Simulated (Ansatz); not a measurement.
**CH₄Ge + CH₄: a complex and its separated parts**

Aim: how far the complex at one end of a reaction step lies below its separated, relaxed parts, level by level.

Computed with Ansatz 0.2.0, Gaussian basis. Level: PBE0-D4/def2-TZVP structures, single points in def2-TZVPP, no counterpoise correction.

Levels: SPW92, PBE-D4, BLYP-D4, r2SCAN-D4, B97M-V, PBE0-D4, B3LYP-D4, r2SCAN0-D4, BHLYP-D4, CAM-B3LYP-D4, wB97X-V, wB97M-V, B2PLYP, PBE-QIDH, RPA on PBE, Hartree-Fock, MP2, CCSD, CCSD(T).

Correlated methods freeze the cores. Filled d shells of the heavier atoms are correlated. B3LYP uses VWN-RPA correlation. B2PLYP carries no dispersion term here.

57 further runs of the same task are left out: 1 that didn't finish, 56 set aside as unsound or not needed. Runs told in other sessions of the task aren't counted.

**1. The starting structure**

The complex: 11 atoms, charge 0, spin multiplicity 1.

Atoms are counted from 1 here; the program's logs count them from 0.

Bond lengths: Ge1–C3 1.768 Å, Ge1–H5 1.526 Å, Ge1–H6 1.526 Å, C2–H4 1.090 Å, C2–H7 1.090 Å, C2–H8 1.090 Å, C2–H9 1.090 Å, C3–H10 1.082 Å, C3–H11 1.082 Å. Angles: C3–Ge1–H5 122.6°, C3–Ge1–H6 122.7°, H5–Ge1–H6 114.7°, H4–C2–H7 109.5°, H4–C2–H8 109.5°, H4–C2–H9 109.6°, H7–C2–H8 109.3°, H7–C2–H9 109.3°, H8–C2–H9 109.6°, Ge1–C3–H10 121.4°, Ge1–C3–H11 121.4°, H10–C3–H11 117.1°.

As a file:

```mol
C2H8Ge
  3D, bonds by distance, orders not assigned

 11  9  0  0  0  0  0  0  0  0999 V2000
   -0.6909   -1.2061   -0.8096 Ge  0  0
    1.4070    1.7498    0.2712 C   0  0
   -1.7589   -1.7659    0.4839 C   0  0
    0.6962    1.3514    0.9952 H   0  0
   -1.1144   -0.1510   -1.8275 H   0  0
    0.7252   -1.7426   -0.9981 H   0  0
    1.9292    2.6020    0.7056 H   0  0
    2.1309    0.9783    0.0086 H   0  0
    0.8744    2.0714   -0.6240 H   0  0
   -1.4394   -2.5169    1.1945 H   0  0
   -2.7594   -1.3702    0.6003 H   0  0
  1  3  8  0
  1  5  8  0
  1  6  8  0
  2  4  8  0
  2  7  8  0
  2  8  8  0
  2  9  8  0
  3 10  8  0
  3 11  8  0
M  END
```

Its parts: CH₄Ge holds atoms 1, 3, 5, 6, 10, 11; CH₄ holds atoms 2, 4, 7, 8, 9. Each part counts its atoms afresh in its own runs.

**2. Relaxing CH₄Ge alone**

The input, relax-a/in.yaml:

```yaml
crystal:
  periodic: [false, false, false]
  atoms:
    - {symbol: Ge, position_ang: [-0.690866, -1.206123, -0.809574]}
    - {symbol: C, position_ang: [-1.758895, -1.765910, 0.483868]}
    - {symbol: H, position_ang: [-1.114397, -0.151045, -1.827521]}
    - {symbol: H, position_ang: [0.725211, -1.742623, -0.998117]}
    - {symbol: H, position_ang: [-1.439389, -2.516930, 1.194538]}
    - {symbol: H, position_ang: [-2.759402, -1.370172, 0.600344]}
basis:
  gaussian: {orbitals: def2-TZVP}
hamiltonian: {xc: pbe0, dispersion: d4}
relax: {f_tol: 0.005, max_steps: 200}
```

Started as:

```sh
> ansatz run in.yaml --threads 4 --pin off --events-out ev --progress --plain --max-ram 9574MiB
```

Standard output, shortened:

```text
Functional definition: PBE0
  name "PBE0"
  cite "Adamo & Barone, J. Chem. Phys. 110, 6158 (1999) doi:10.1063/1.478522"
  cite "Perdew, Burke & Ernzerhof, Phys. Rev. Lett. 77, 3865 (1996) doi:10.1103/PhysRevLett.77.3865"
  parent pbe
[...]
757 factors; their error is unknown
[...]
mean field -57610.44433435 eV, -2117.1447795258 hartree, gradient 1.7e-5 eV, S^2 0.000000; 0 other end points of the search recorded, 0 dependent functions left out
[...]
reference -57610.44435775 eV, -2117.1447803856 hartree; 21, 21 occupied and 82, 82 virtual orbitals, 757 factors
relax step   1: F+E_penalty+E_count = -57610.51018070 eV  Δ(F+E_penalty+E_count) = +0.000e0 eV  max|allowed force component| = 4.819e-3 eV/Å  Δτ_max = 0.0000 Å  (26 SCF iters, accepted)
Total energy: -57610.51020410 eV, -2117.1472001943 hartree
Atom 0 at    -0.690866    -1.206123    -0.809574 Å, force     0.000729    -0.000236    -0.004819 eV/Å
Atom 1 at    -1.758895    -1.765910     0.483868 Å, force     0.001112     0.002497     0.001729 eV/Å
Atom 2 at    -1.114397    -0.151045    -1.827521 Å, force    -0.000697     0.002591     0.001620 eV/Å
Atom 3 at     0.725211    -1.742623    -0.998117 Å, force     0.000746    -0.002502     0.000742 eV/Å
Atom 4 at    -1.439389    -2.516930     1.194538 Å, force    -0.000319     0.001033     0.001622 eV/Å
Atom 5 at    -2.759402    -1.370172     0.600344 Å, force    -0.001571    -0.003383    -0.000894 eV/Å
Dipole moment:     0.097469     0.051275    -0.117476 e Å
```

Wall time 0.7 s (4 threads of Arm Neoverse V2, shared host).

Distances of close pairs at the start and the end, largest changes first:

```csv
bond,before (Å),after (Å),change (Å)
Ge1–C2,1.768,1.768,+0.000
Ge1–H3,1.526,1.526,+0.000
Ge1–H4,1.526,1.526,+0.000
C2–H5,1.082,1.082,+0.000
C2–H6,1.082,1.082,+0.000
```

**3. Relaxing CH₄ alone**

The input, relax-b/in.yaml:

```yaml
crystal:
  periodic: [false, false, false]
  atoms:
    - {symbol: C, position_ang: [1.406983, 1.749794, 0.271157]}
    - {symbol: H, position_ang: [0.696238, 1.351398, 0.995180]}
    - {symbol: H, position_ang: [1.929185, 2.601974, 0.705643]}
    - {symbol: H, position_ang: [2.130927, 0.978320, 0.008564]}
    - {symbol: H, position_ang: [0.874405, 2.071414, -0.623985]}
basis:
  gaussian: {orbitals: def2-TZVP}
hamiltonian: {xc: pbe0, dispersion: d4}
relax: {f_tol: 0.005, max_steps: 200}
```

Started as:

```sh
> ansatz run in.yaml --threads 4 --pin off --events-out ev --progress --plain --max-ram 9574MiB
```

Standard output, shortened:

```text
[... 5 set-up lines as earlier in the session ...]
[...]
356 factors; their error is unknown
[...]
mean field -1101.35634755 eV, -40.4740992465 hartree, gradient 3.9e-5 eV, S^2 0.000000; 0 other end points of the search recorded, 0 dependent functions left out
[...]
Atom 1 at     0.696690     1.351694     0.994445 Å, force    -0.000166    -0.000170     0.000083 eV/Å
Atom 2 at     1.929222     2.602413     0.706712 Å, force    -0.000034    -0.000063    -0.000049 eV/Å
Atom 3 at     2.129743     0.978308     0.007919 Å, force     0.000049    -0.000173     0.000017 eV/Å
Atom 4 at     0.874543     2.069913    -0.623828 Å, force    -0.000135     0.000012    -0.000086 eV/Å
Dipole moment:     0.000001     0.000002    -0.000000 e Å
```

Run time: 0.65 s. Hardware: 4 threads of Arm Neoverse V2, shared host.

Relaxation path:

```csv
step,energy from step 1 (eV),largest force component (eV/Å)
1,0.0000,0.0186
2,0.0000,0.0070
3,0.0000,0.0004
```

Distances of close pairs at the start and the end, largest changes first:

```csv
bond,before (Å),after (Å),change (Å)
C1–H5,1.090,1.090,-0.000
C1–H4,1.090,1.090,-0.000
C1–H2,1.090,1.090,-0.000
C1–H3,1.090,1.090,-0.000
```

**4. SPW92/def2-TZVPP**

The input, parta/in.yaml:

```yaml
crystal:
  periodic: [false, false, false]
  atoms:
    - {symbol: Ge, position_ang: [-0.690866, -1.206123, -0.809574]}
    - {symbol: C, position_ang: [-1.758895, -1.765910, 0.483868]}
    - {symbol: H, position_ang: [-1.114397, -0.151045, -1.827521]}
    - {symbol: H, position_ang: [0.725211, -1.742623, -0.998117]}
    - {symbol: H, position_ang: [-1.439389, -2.516930, 1.194538]}
    - {symbol: H, position_ang: [-2.759402, -1.370172, 0.600344]}
basis:
  gaussian: {orbitals: def2-TZVPP}
hamiltonian: {xc: lda}
```

The input, partb/in.yaml:

```yaml
crystal:
  periodic: [false, false, false]
  atoms:
    - {symbol: C, position_ang: [1.407541, 1.750571, 0.271312]}
    - {symbol: H, position_ang: [0.696690, 1.351694, 0.994445]}
    - {symbol: H, position_ang: [1.929222, 2.602413, 0.706712]}
    - {symbol: H, position_ang: [2.129743, 0.978308, 0.007919]}
    - {symbol: H, position_ang: [0.874543, 2.069913, -0.623828]}
basis:
  gaussian: {orbitals: def2-TZVPP}
hamiltonian: {xc: lda}
```

Each run has its own folder and the same command.

Started as:

```sh
> ansatz run in.yaml --threads 4 --pin off --events-out ev --progress --plain --max-ram 9574MiB
```

Log of parta, shortened:

```text
Functional definition: SPW92
  name "SPW92"
  cite "Dirac, Proc. Camb. Phil. Soc. 26, 376 (1930) doi:10.1017/S0305004100016108"
  cite "Slater, Phys. Rev. 81, 385 (1951) doi:10.1103/PhysRev.81.385"
  cite "Perdew & Wang, Phys. Rev. B 45, 13244 (1992) doi:10.1103/PhysRevB.45.13244"
[...]
774 factors; their error is unknown
[...]
mean field -57522.30733851 eV, -2113.9058046701 hartree, gradient 3.2e-5 eV, S^2 0.000000; 0 other end points of the search recorded, 0 dependent functions left out
reference -57522.30736816 eV, -2113.9058057596 hartree; 21, 21 occupied and 114, 114 virtual orbitals, 774 factors
Total energy: -57522.30736816 eV, -2113.9058057596 hartree
```

Log of partb, shortened:

```text
[... 5 set-up lines as earlier in the session ...]
[...]
416 factors; their error is unknown
[...]
mean field -1091.60442875 eV, -40.1157228405 hartree, gradient 3.6e-5 eV, S^2 0.000000; 0 other end points of the search recorded, 0 dependent functions left out
reference -1091.60445474 eV, -40.1157237958 hartree; 5, 5 occupied and 82, 82 virtual orbitals, 416 factors
Total energy: -1091.60445474 eV, -40.1157237958 hartree
```

Times: 0.4 s (parta), 0.15 s (partb) on 4 threads of Arm Neoverse V2, shared host.

**5. PBE-D4/def2-TZVPP**

Each input of step 4 (parta, partb) changes in the same lines:

```diff
-hamiltonian: {xc: lda}
+hamiltonian: {xc: pbe, dispersion: d4}
```

The same command starts each run, in its folder.

Started as:

```sh
> ansatz run in.yaml --threads 4 --pin off --events-out ev --progress --plain --max-ram 9574MiB
```

parta printed, shortened:

```text
Functional definition: PBE
  name "PBE"
[... 2 set-up lines as earlier in the session ...]
[...]
774 factors; their error is unknown
[...]
mean field -57608.88184408 eV, -2117.0873590673 hartree, gradient 4.5e-5 eV, S^2 0.000000; 0 other end points of the search recorded, 0 dependent functions left out
reference -57608.88187591 eV, -2117.0873602372 hartree; 21, 21 occupied and 114, 114 virtual orbitals, 774 factors
Total energy: -57608.96126674 eV, -2117.0902777962 hartree
```

Log of partb, shortened:

```text
[... 4 set-up lines as earlier in the session ...]
[...]
416 factors; their error is unknown
[...]
mean field -1101.08956663 eV, -40.4642952284 hartree, gradient 8.0e-6 eV, S^2 0.000000; 0 other end points of the search recorded, 0 dependent functions left out
reference -1101.08959483 eV, -40.4642962648 hartree; 5, 5 occupied and 82, 82 virtual orbitals, 416 factors
Total energy: -1101.11336548 eV, -40.4651698199 hartree
```

Times: 0.6 s (parta), 0.2 s (partb) on 4 threads of Arm Neoverse V2, shared host.

**6. BLYP-D4/def2-TZVPP**

Each input of step 5 (parta, partb) changes in the same lines:

```diff
-hamiltonian: {xc: pbe, dispersion: d4}
+hamiltonian: {xc: {name: BLYP}, dispersion: d4}
```

One command serves all of them, each in its own folder.

Started as:

```sh
> ansatz run in.yaml --threads 4 --pin off --events-out ev --progress --plain --max-ram 9574MiB
```

Log of parta, shortened:

```text
Functional definition: BLYP
  name "BLYP"
  cite "Becke, Phys. Rev. A 38, 3098 (1988) doi:10.1103/PhysRevA.38.3098"
  cite "Lee, Yang & Parr, Phys. Rev. B 37, 785 (1988) doi:10.1103/PhysRevB.37.785"
[...]
774 factors; their error is unknown
[...]
mean field -57620.02539558 eV, -2117.4968770314 hartree, gradient 4.5e-5 eV, S^2 0.000000; 0 other end points of the search recorded, 0 dependent functions left out
reference -57620.02568607 eV, -2117.4968877069 hartree; 21, 21 occupied and 114, 114 virtual orbitals, 774 factors
Total energy: -57620.20437592 eV, -2117.5034544376 hartree
```

Log of partb, shortened:

```text
[... 4 set-up lines as earlier in the session ...]
[...]
416 factors; their error is unknown
[...]
mean field -1102.10481948 eV, -40.5016050824 hartree, gradient 2.0e-5 eV, S^2 0.000000; 0 other end points of the search recorded, 0 dependent functions left out
reference -1102.10507224 eV, -40.5016143710 hartree; 5, 5 occupied and 82, 82 virtual orbitals, 416 factors
Total energy: -1102.16218876 eV, -40.5037133645 hartree
```

They took 0.6 s (parta), 0.25 s (partb) on 4 threads of Arm Neoverse V2, shared host.

**7. r2SCAN-D4/def2-TZVPP**

Each input of step 6 (parta, partb) changes in the same lines:

```diff
-hamiltonian: {xc: {name: BLYP}, dispersion: d4}
+hamiltonian: {xc: r2scan, dispersion: d4}
```

The same command starts each run, in its folder.

Started as:

```sh
> ansatz run in.yaml --threads 4 --pin off --events-out ev --progress --plain --max-ram 9574MiB
```

Output in parta, shortened:

```text
Functional definition: r2SCAN
  name "r2SCAN"
  cite "Furness, Kaplan, Ning, Perdew & Sun, J. Phys. Chem. Lett. 11, 8208 (2020) doi:10.1021/acs.jpclett.0c02405"
  cite "Furness, Kaplan, Ning, Perdew & Sun, J. Phys. Chem. Lett. 11, 9248 (2020) doi:10.1021/acs.jpclett.0c03077"
  parent r2scan
[...]
774 factors; their error is unknown
[...]
mean field -57618.09027469 eV, -2117.4257626504 hartree, gradient 6.1e-5 eV, S^2 0.000000; 0 other end points of the search recorded, 0 dependent functions left out
reference -57618.09028378 eV, -2117.4257629847 hartree; 21, 21 occupied and 114, 114 virtual orbitals, 774 factors
Total energy: -57618.10793831 eV, -2117.4264117765 hartree
```

Output in partb, shortened:

```text
[... 5 set-up lines as earlier in the session ...]
[...]
416 factors; their error is unknown
[...]
mean field -1102.08488538 eV, -40.5008725177 hartree, gradient 3.9e-5 eV, S^2 0.000000; 0 other end points of the search recorded, 0 dependent functions left out
reference -1102.08489348 eV, -40.5008728155 hartree; 5, 5 occupied and 82, 82 virtual orbitals, 416 factors
Total energy: -1102.09054354 eV, -40.5010804514 hartree
```

Wall times: 1.3 s (parta), 0.5 s (partb) on 4 threads of Arm Neoverse V2, shared host.

**8. B97M-V/def2-TZVPP**

The same edit goes into each in.yaml of step 7 (parta, partb):

```diff
-hamiltonian: {xc: r2scan, dispersion: d4}
+hamiltonian: {xc: {name: B97M-V}}
```

Each run has its own folder and the same command.

Started as:

```sh
> ansatz run in.yaml --threads 4 --pin off --events-out ev --progress --plain --max-ram 9574MiB
```

Output in parta, shortened:

```text
Functional definition: B97M-V
  name "B97M-V"
  cite "Mardirossian & Head-Gordon, J. Chem. Phys. 142, 074111 (2015) doi:10.1063/1.4907719"
  cite "Becke, J. Chem. Phys. 107, 8554 (1997) doi:10.1063/1.475007"
  cite "Vydrov & Van Voorhis, J. Chem. Phys. 133, 244103 (2010) doi:10.1063/1.3521275"
  # Of w^i u^j: cxij and so on, Table III.
[...]
  gx(w, u) = cx00 + cx01*u + cx02*u^2 + (cx10 + cx11*u)*w
[...]
  gos(w, u) = cos00 + cos01*u + cos03*u^3 + cos10*w + cos32*w^3*u^2
[...]
      + integral(e_c_pw_mod_opposite_spin*gos(b97_w_opposite, b97_u_opposite)) + vv10(b, c)
774 factors; their error is unknown
[...]
mean field -57608.56681495 eV, -2117.0757819605 hartree, gradient 1.1e-5 eV, S^2 0.000000; 0 other end points of the search recorded, 0 dependent functions left out
reference -57608.56686269 eV, -2117.0757837148 hartree; 21, 21 occupied and 114, 114 virtual orbitals, 774 factors
Total energy: -57608.56686269 eV, -2117.0757837148 hartree
```

Output in partb, shortened:

```text
[... 5 set-up lines as earlier in the session ...]
  # Of w^i u^j: cxij and so on, Table III.
[...]
  gx(w, u) = cx00 + cx01*u + cx02*u^2 + (cx10 + cx11*u)*w
[...]
  gos(w, u) = cos00 + cos01*u + cos03*u^3 + cos10*w + cos32*w^3*u^2
[...]
      + integral(e_c_pw_mod_opposite_spin*gos(b97_w_opposite, b97_u_opposite)) + vv10(b, c)
416 factors; their error is unknown
[...]
mean field -1102.89600260 eV, -40.5306805258 hartree, gradient 2.8e-5 eV, S^2 0.000000; 0 other end points of the search recorded, 0 dependent functions left out
reference -1102.89604250 eV, -40.5306819921 hartree; 5, 5 occupied and 82, 82 virtual orbitals, 416 factors
Total energy: -1102.89604250 eV, -40.5306819921 hartree
```

Wall times: 2.5 s (parta), 0.8 s (partb) on 4 threads of Arm Neoverse V2, shared host.

**9. PBE0-D4/def2-TZVPP**

The same edit goes into each in.yaml of step 8 (parta, partb):

```diff
-hamiltonian: {xc: {name: B97M-V}}
+hamiltonian: {xc: pbe0, dispersion: d4}
+output: {orbitals: {seedname: orbitals}}
```

Each run has its own folder and the same command.

Started as:

```sh
> ansatz run in.yaml --threads 4 --pin off --events-out ev --progress --plain --max-ram 9574MiB
```

parta printed, shortened:

```text
[... 5 set-up lines as earlier in the session ...]
[...]
817 factors; their error is unknown
[...]
mean field -57610.47694734 eV, -2117.1459780310 hartree, gradient 6.2e-5 eV, S^2 0.000000; 0 other end points of the search recorded, 0 dependent functions left out
reference -57610.47697096 eV, -2117.1459788989 hartree; 21, 21 occupied and 114, 114 virtual orbitals, 817 factors
Total energy: -57610.54281731 eV, -2117.1483987077 hartree
```

Log of partb, shortened:

```text
[... 5 set-up lines as earlier in the session ...]
[...]
416 factors; their error is unknown
[...]
mean field -1101.39210683 eV, -40.4754133756 hartree, gradient 1.5e-5 eV, S^2 0.000000; 0 other end points of the search recorded, 0 dependent functions left out
reference -1101.39212755 eV, -40.4754141372 hartree; 5, 5 occupied and 82, 82 virtual orbitals, 416 factors
Total energy: -1101.41121773 eV, -40.4761156883 hartree
```

They took 0.75 s (parta), 0.2 s (partb) on 4 threads of Arm Neoverse V2, shared host.

**10. B3LYP-D4/def2-TZVPP**

The same edit goes into each in.yaml of step 9 (parta, partb):

```diff
-hamiltonian: {xc: pbe0, dispersion: d4}
-output: {orbitals: {seedname: orbitals}}
+hamiltonian: {xc: {name: B3LYP}, dispersion: d4}
```

Each run has its own folder and the same command.

Started as:

```sh
> ansatz run in.yaml --threads 4 --pin off --events-out ev --progress --plain --max-ram 9574MiB
```

parta printed, shortened:

```text
Functional definition: B3LYP
  name "B3LYP"
  cite "Stephens, Devlin, Chabalowski & Frisch, J. Phys. Chem. 98, 11623 (1994) doi:10.1021/j100096a001"
[... 2 set-up lines as earlier in the session ...]
  cite "Vosko, Wilk & Nusair, Can. J. Phys. 58, 1200 (1980) doi:10.1139/p80-159"
[...]
805 factors; their error is unknown
[...]
mean field -57620.53682253 eV, -2117.5156716253 hartree, gradient 7.3e-6 eV, S^2 0.000000; 0 other end points of the search recorded, 0 dependent functions left out
reference -57620.53703761 eV, -2117.5156795295 hartree; 21, 21 occupied and 114, 114 virtual orbitals, 805 factors
Total energy: -57620.66679562 eV, -2117.5204480484 hartree
```

Output in partb, shortened:

```text
[... 6 set-up lines as earlier in the session ...]
[...]
416 factors; their error is unknown
[...]
mean field -1103.12534679 eV, -40.5391087694 hartree, gradient 1.8e-5 eV, S^2 0.000000; 0 other end points of the search recorded, 0 dependent functions left out
reference -1103.12553252 eV, -40.5391155948 hartree; 5, 5 occupied and 82, 82 virtual orbitals, 416 factors
Total energy: -1103.16334415 eV, -40.5405051466 hartree
```

Wall times: 0.75 s (parta), 0.25 s (partb) on 4 threads of Arm Neoverse V2, shared host.

**11. r2SCAN0-D4/def2-TZVPP**

Each input of step 10 (parta, partb) changes in the same lines:

```diff
-hamiltonian: {xc: {name: B3LYP}, dispersion: d4}
+hamiltonian: {xc: {name: r2SCAN0}, dispersion: d4}
```

The same command starts each run, in its folder.

Started as:

```sh
> ansatz run in.yaml --threads 4 --pin off --events-out ev --progress --plain --max-ram 9574MiB
```

parta printed, shortened:

```text
Functional definition: r2SCAN0
  name "r2SCAN0"
  cite "Bursch, Neugebauer, Ehlert & Grimme, J. Chem. Phys. 156, 134105 (2022) doi:10.1063/5.0086040"
[... 3 set-up lines as earlier in the session ...]
[...]
817 factors; their error is unknown
[...]
mean field -57617.39899436 eV, -2117.4003585670 hartree, gradient 1.5e-5 eV, S^2 0.000000; 0 other end points of the search recorded, 0 dependent functions left out
reference -57617.39900159 eV, -2117.4003588327 hartree; 21, 21 occupied and 114, 114 virtual orbitals, 817 factors
Total energy: -57617.41998943 eV, -2117.4011301216 hartree
```

Log of partb, shortened:

```text
[... 6 set-up lines as earlier in the session ...]
[...]
416 factors; their error is unknown
[...]
mean field -1102.01585160 eV, -40.4983355730 hartree, gradient 4.3e-5 eV, S^2 0.000000; 0 other end points of the search recorded, 0 dependent functions left out
reference -1102.01585803 eV, -40.4983358094 hartree; 5, 5 occupied and 82, 82 virtual orbitals, 416 factors
Total energy: -1102.02213294 eV, -40.4985664082 hartree
```

Wall times: 1.4 s (parta), 0.5 s (partb) on 4 threads of Arm Neoverse V2, shared host.

**12. BHLYP-D4/def2-TZVPP**

The same edit goes into each in.yaml of step 11 (parta, partb):

```diff
-hamiltonian: {xc: {name: r2SCAN0}, dispersion: d4}
+hamiltonian: {xc: {name: BHLYP}, dispersion: d4}
```

The same command starts each run, in its folder.

Started as:

```sh
> ansatz run in.yaml --threads 4 --pin off --events-out ev --progress --plain --max-ram 9574MiB
```

Output in parta, shortened:

```text
Functional definition: BHLYP
  name "BHLYP"
  cite "Becke, J. Chem. Phys. 98, 1372 (1993) doi:10.1063/1.464304"
[... 2 set-up lines as earlier in the session ...]
[...]
917 factors; their error is unknown
[...]
mean field -57617.70080468 eV, -2117.4114498915 hartree, gradient 8.8e-5 eV, S^2 0.000000; 0 other end points of the search recorded, 0 dependent functions left out
reference -57617.70095010 eV, -2117.4114552356 hartree; 21, 21 occupied and 114, 114 virtual orbitals, 917 factors
Total energy: -57617.80164156 eV, -2117.4151555785 hartree
```

partb printed, shortened:

```text
[... 5 set-up lines as earlier in the session ...]
[...]
457 factors; their error is unknown
[...]
mean field -1102.12975187 eV, -40.5025213307 hartree, gradient 7.6e-5 eV, S^2 0.000000; 0 other end points of the search recorded, 0 dependent functions left out
reference -1102.12987663 eV, -40.5025259159 hartree; 5, 5 occupied and 82, 82 virtual orbitals, 457 factors
Total energy: -1102.15263735 eV, -40.5033623569 hartree
```

Times: 0.7 s (parta), 0.2 s (partb) on 4 threads of Arm Neoverse V2, shared host.

(Part 1 of 2 ends here.)
